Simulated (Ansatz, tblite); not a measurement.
# The cluster As4O6+: one state, many levels

How do method and basis change the picture of the cluster As4O6+ (doublet)?

Computed with Ansatz 0.2.0, Gaussian basis. Level: as each input shows.

Plan: GFN1-xTB, GFN2-xTB, PBE-D4/def2-TZVP, r2SCAN-D4/def2-TZVP.

8 further runs of the same task are left out: 3 that didn't finish, 5 set aside as unsound or not needed. Runs told in other sessions of the task aren't counted.

## (1) The geometry

The doublet was relaxed beforehand with r2SCAN-D4/def2-SVP. It is a higher isomer from a search, not the lowest found.

10 atoms, charge 1, spin multiplicity 2.

Bond lengths: As1–O6 1.788 Å, As1–O7 1.856 Å, As1–O8 1.798 Å, As2–O5 1.768 Å, As2–O9 1.725 Å, As3–O6 1.787 Å, As3–O9 1.857 Å, As3–O10 1.798 Å, As4–O5 1.769 Å, As4–O7 1.725 Å, O8–O10 1.449 Å. Angles: O6–As1–O7 97.7°, O6–As1–O8 93.1°, O7–As1–O8 97.5°, O5–As2–O9 102.8°, O6–As3–O9 97.8°, O6–As3–O10 93.1°, O9–As3–O10 97.5°, O5–As4–O7 102.8°, As2–O5–As4 148.8°, As1–O6–As3 118.0°, As1–O7–As4 151.5°, As1–O8–O10 116.7°, As2–O9–As3 151.7°, As3–O10–O8 116.7°.

The ion is computed in the gas phase, without counter-ions or solvent.

PBE0-D4/def2-TZVP was run before; its log isn't repeated, and its numbers join the tables.

## (2) GFN1-xTB

Tight binding, by tblite at 300 K electronic temperature and without a spin-polarisation term:

```python
tblite.interface.Calculator('GFN1-xTB', numbers, positions, charge=1, uhf=1).singlepoint()
```

Energy -1009.4963 eV; 0.02 s.

## (3) GFN2-xTB

Tight binding, by tblite at 300 K electronic temperature and without a spin-polarisation term:

```python
tblite.interface.Calculator('GFN2-xTB', numbers, positions, charge=1, uhf=1).singlepoint()
```

Energy -911.3471 eV; 0.014 s.

## (4) PBE-D4/def2-TZVP

start.molden holds the orbitals of an earlier run on this state, given as this run's starting guess.

The input, in.yaml:

```yaml
crystal:
  periodic: [false, false, false]
  atoms:
    - {symbol: As, position_ang: [-0.368032, 1.834998, -0.843409]}
    - {symbol: As, position_ang: [0.111764, -2.703393, 0.453096]}
    - {symbol: As, position_ang: [2.046470, 0.144008, -0.006956]}
    - {symbol: As, position_ang: [-2.572080, -0.821601, -0.476001]}
    - {symbol: O, position_ang: [-1.464651, -2.157802, -0.134110]}
    - {symbol: O, position_ang: [0.945279, 0.709873, -1.295988]}
    - {symbol: O, position_ang: [-1.579323, 0.568152, -0.231738]}
    - {symbol: O, position_ang: [0.382058, 2.227704, 0.742555]}
    - {symbol: O, position_ang: [0.979114, -1.225521, 0.651038]}
    - {symbol: O, position_ang: [1.519393, 1.423581, 1.141502]}
basis:
  gaussian: {orbitals: def2-TZVP, initial_orbitals: start.molden}
total_charge: 1
magnetization: {spin_polarized: true, initial_magnetization: 1}
hamiltonian: {xc: pbe, dispersion: d4}
scf: {omitted_lower_state_checks: [starts]}
output: {forces: true, orbitals: {seedname: orbitals}}
```

Started as:

```sh
ansatz run in.yaml --threads 4 --pin off --events-out ev --progress --plain --max-ram 6963MiB
```

After this run come: r2SCAN-D4/def2-TZVP.

**Question.** What will the summary of the whole plan be? Wanted: gap in def2-TZVP, named functionals, smallest and largest; ⟨S²⟩ in def2-TZVP, named functionals, smallest and largest.

**Answer**, as computed:

| quantity | value |
| --- | --- |
| gap in def2-TZVP, named functionals, smallest and largest | 0.78 eV (PBE-D4), 2.27 eV (PBE0-D4) |
| ⟨S²⟩ in def2-TZVP, named functionals, smallest and largest | 0.755, 0.764 |

What this shows: Orbital gaps of the named functionals in def2-TZVP span 0.78 eV (PBE-D4) to 2.27 eV (PBE0-D4); exact exchange widens it. Over the named functionals in def2-TZVP spin contamination reaches 0.01 (PBE0-D4), which is small.
